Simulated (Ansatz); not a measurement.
Runs of Ansatz 0.2.0 on BPd4. Symmetry: Pmm2, No. 25, orthorhombic system. Conventional cell: a = 2.892 Å, b = 4.365 Å, c = 5.856 Å, α = 90.00°, β = 90.00°, γ = 90.00°. Around Pd (site symmetry mm2) lie 1 B at 1.96 Å. Pd (site symmetry mm2) is surrounded by 2 B at 2.03 Å. Around Pd (site symmetry mm2) lie 10 Pd at 2.73 to 3.07 Å. Pd (site symmetry mm2) is surrounded by 2 B at 2.18 Å. Around B (site symmetry mm2) lie 5 Pd at 1.96 to 2.18 Å. The cell comes from a database or a generator and needn't be the stable form of this composition.

```tsv
level	gap on the mesh (eV)	pressure (GPa)	largest force (eV/Å)
revPBE	none	1.7	(a)
LDA	none	-13.3	0.22
BLYP	none	7.2	0.30
PBEsol	none	-8.5	(b)
RPBE	none	2.8	0.27
```

Alike in all rows: task band structure; potentials or basis Ansatz PAW; no spin polarisation; cell as given; k mesh 7 × 5 × 4; cutoff (eV) 420; smearing fermi-dirac 0.05 eV.

Q: Fill in the values left out.

A: (a) 0.26; (b) 0.19.

Caveats: the PAW data sets come from PBE, with cores solved anew for the run's functional, which leaves a small shift of forces and pressure.

A k mesh can miss the band edges, and the runs leave out spin-orbit coupling on Pd.

A gap of «none» marks a metal or a gap under the smearing width.

Runs at the PBE level aren't shown here.
